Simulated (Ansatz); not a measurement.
Runs of Ansatz 0.2.0 on AlHg. Symmetry: F-43m, No. 216, cubic system. The conventional cell has a = 6.137 Å, b = 6.137 Å, c = 6.137 Å, α = 90.00°, β = 90.00°, γ = 90.00°. Around Al (site symmetry -43m) lie 4 Hg at 2.66 Å. Hg (site symmetry -43m) has 4 Al at 2.66 Å as nearest neighbours. The cell was built by a generator and needn't be a form met in nature.

| level | k mesh | gap on the mesh (eV) | pressure (GPa) | relaxed volume (Å³/atom) |
| --- | --- | --- | --- | --- |
| PBEsol | 8 × 8 × 8 | none | 0.0 | (b) |
| BLYP+D4 | 8 × 8 × 8 | none | 0.0 | 28.15 |
| PBE | 8 × 8 × 8 | none | 0.0 | (a) |
| BLYP | 8 × 8 × 8 | none | 0.0 | 31.52 |
| PBE | 6 × 6 × 6 | none | 0.0 | 28.84 |

Alike in all rows: task relaxation of cell and atoms; potentials or basis Ansatz PAW; no spin polarisation; cell relaxed; cutoff (eV) 420; smearing fermi-dirac 0.05 eV.

Task: Fill in the values left out.

Result: (a) 28.89; (b) 27.25.

Caveats: the plane-wave basis is chosen anew once the cell has moved, so the energies of steps on either side of that aren't comparable; the PAW data sets come from PBE, with cores solved anew for the run's functional, which leaves a small shift of forces and pressure (some runs); the potentials were made for another functional, which shifts forces and pressure (some runs); pairwise dispersion overbinds metals, which lowers pressure and volume (some runs).

A k mesh can miss the band edges, and the runs leave out spin-orbit coupling on Hg.

A gap of «none» marks a metal or a gap under the smearing width.

Not every run made on this cell is shown here.
